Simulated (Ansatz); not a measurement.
# BrH₃NSi radical: a short trajectory

Aim: follow BrH₃NSi radical for 30 steps at constant energy (300 K) and see how far bonds stretch and how energy moves between motion and potential.

Computed with Ansatz 0.2.0, Gaussian basis. Level: BLYP/def2-SVP.

## 1. The relaxed structure

The geometry comes from an earlier relaxation with PBE0-D4 in a triple-zeta def2 set; it is a stationary point.

SMILES `N[SiH]Br`, 6 atoms, charge 0, spin multiplicity 2.

Atoms are counted from 1 here; the program's logs count them from 0.

Bond lengths: N1–Si2 1.704 Å, N1–H4 1.007 Å, N1–H5 1.006 Å, Si2–Br3 2.242 Å, Si2–H6 1.492 Å. Angles: Si2–N1–H4 121.6°, Si2–N1–H5 123.3°, H4–N1–H5 113.0°, N1–Si2–Br3 110.7°, N1–Si2–H6 105.7°, Br3–Si2–H6 108.9°.

## 2. Dynamics

in.yaml

```yaml
crystal:
  periodic: [false, false, false]
  atoms:
    - {symbol: N, position_ang: [-0.583959, 0.286031, -0.638991]}
    - {symbol: Si, position_ang: [0.074956, -0.383988, 0.783044]}
    - {symbol: Br, position_ang: [1.810322, -1.718778, 0.298619]}
    - {symbol: H, position_ang: [-0.872465, 1.249429, -0.683473]}
    - {symbol: H, position_ang: [-0.953205, -0.270261, -1.391453]}
    - {symbol: H, position_ang: [0.566451, 0.773566, 1.586054]}
basis:
  gaussian: {orbitals: def2-SVP}
magnetization: {spin_polarized: true, initial_magnetization: 1}
hamiltonian: {xc: {name: BLYP}}
md: {timestep: 0.5 fs, n_steps: 30, ensemble: nve, temperature: 300, initial_velocities: maxwell_boltzmann, seed: 852}
```

On the command line:

```
$ ansatz run in.yaml --threads 2 --pin off --events-out ev --progress --plain --max-ram 31744MiB --backend cpu
```

Output (excerpt; [...] marks lines left out):

```text
Functional definition: BLYP
  name "BLYP"
  cite "Becke, Phys. Rev. A 38, 3098 (1988) doi:10.1103/PhysRevA.38.3098"
  cite "Lee, Yang & Parr, Phys. Rev. B 37, 785 (1988) doi:10.1103/PhysRevB.37.785"
[...]
887 factors; their error is unknown
[...]
mean field -79451.16298281 eV, -2919.7763856858 hartree, gradient 4.9e-5 eV, S^2 0.751259; 0 other end points of the search recorded, 0 dependent functions left out
[...]
reference -79451.16329400 eV, -2919.7763971219 hartree; 30, 29 occupied and 49, 50 virtual orbitals, 887 factors
md step     0: t =     0.00 fs  T =   300.0 K  F+E_penalty+E_count = -79451.16298281 eV  E_kin = 0.155112 eV  conserved = -79451.00787081 eV  (29 SCF iters)
[...]
md step     7: t =     3.50 fs  T =   123.0 K  F+E_penalty+E_count = -79451.07058419 eV  E_kin = 0.063597 eV  conserved = -79451.00698718 eV  (32 SCF iters)
[...]
md step    14: t =     7.00 fs  T =   165.3 K  F+E_penalty+E_count = -79451.09297822 eV  E_kin = 0.085452 eV  conserved = -79451.00752656 eV  (32 SCF iters)
[...]
md step    21: t =    10.50 fs  T =   238.8 K  F+E_penalty+E_count = -79451.13119750 eV  E_kin = 0.123448 eV  conserved = -79451.00774989 eV  (31 SCF iters)
[...]
md step    28: t =    14.00 fs  T =   240.7 K  F+E_penalty+E_count = -79451.13183379 eV  E_kin = 0.124440 eV  conserved = -79451.00739368 eV  (32 SCF iters)
[...]
md step    29: t =    14.50 fs  T =   251.5 K  F+E_penalty+E_count = -79451.13759900 eV  E_kin = 0.130022 eV  conserved = -79451.00757675 eV  (32 SCF iters)
[...]
md step    30: t =    15.00 fs  T =   258.9 K  F+E_penalty+E_count = -79451.14164566 eV  E_kin = 0.133877 eV  conserved = -79451.00776861 eV  (31 SCF iters)
Total energy: -79451.14195937 eV, -2919.7756130885 hartree
Atom 0 at    -0.613408     0.296239    -0.655338 Å, force    -0.462310     0.375255    -1.208010 eV/Å
Atom 1 at     0.053588    -0.371164     0.807712 Å, force    -0.084103    -0.065218    -0.097228 eV/Å
Atom 2 at     1.820549    -1.725695     0.295862 Å, force     0.173195    -0.225214    -0.031968 eV/Å
Atom 3 at    -0.794011     1.291949    -0.872207 Å, force     0.193461    -0.225604     0.519596 eV/Å
Atom 4 at    -0.917469    -0.229989    -1.507800 Å, force     0.358764    -0.002528     0.966996 eV/Å
Atom 5 at     0.646118     0.739958     1.649544 Å, force    -0.179006     0.143308    -0.149385 eV/Å
Dipole moment:    -0.390882     0.363904    -0.265353 e Å
```

Wall time 37 s (2 threads, shared host).

## 3. The trajectory

Every 2 steps, with energies from the start:

```
time (fs)  T (K)  potential (meV)  conserved (meV)  Si2–H6 (Å)
      0.0    300              0.0             0.00       1.492
      1.0    277             11.7            -0.02       1.473
      2.0    208             47.8             0.42       1.460
      3.0    141             83.2             0.83       1.457
      4.0    119             94.1             0.82       1.463
      5.0    144             81.1             0.41       1.478
      6.0    170             67.4             0.09       1.499
      7.0    165             70.0             0.34       1.521
      8.0    157             74.8             0.73       1.543
      9.0    183             61.2             0.54       1.560
     10.0    225             39.1             0.18       1.571
     11.0    245             28.8             0.15       1.573
     12.0    237             33.0             0.40       1.568
     13.0    228             37.6             0.60       1.555
     14.0    241             31.1             0.48       1.537
     15.0    259             21.3             0.10       1.515
```

Positions (Å) and forces (eV/Å) at 15.0 fs:

```xyz
6

N    -0.613    0.296   -0.655   -0.462    0.375   -1.208
Si    0.054   -0.371    0.808   -0.084   -0.065   -0.097
Br    1.821   -1.726    0.296    0.173   -0.225   -0.032
H    -0.794    1.292   -0.872    0.193   -0.226    0.520
H    -0.917   -0.230   -1.508    0.359   -0.003    0.967
H     0.646    0.740    1.650   -0.179    0.143   -0.149
```

## 4. Outcome

```
                              quantity                          value
                                length             30 steps of 0.5 fs
     temperature, first and last frame                     300, 259 K
              temperature, second half  mean 219 K, from 157 to 259 K
                swing of the potential                         94 meV
largest change of the conserved energy                       0.88 meV
                       range of Si2–H6               1.457 to 1.573 Å
```

**Reading.** From 300 K at the start the temperature swings between 119 and 300 K: with 6 atoms it has no steady value yet; starting near a minimum, about half of the kinetic energy flows into the potential. The conserved energy moves by 0.88 meV, 0.9 % of the potential's swing, so the step is short enough for this stretch. Si2–H6 swings most, by 0.12 Å; no bond breaks. A run of 15 fs gives no averages.
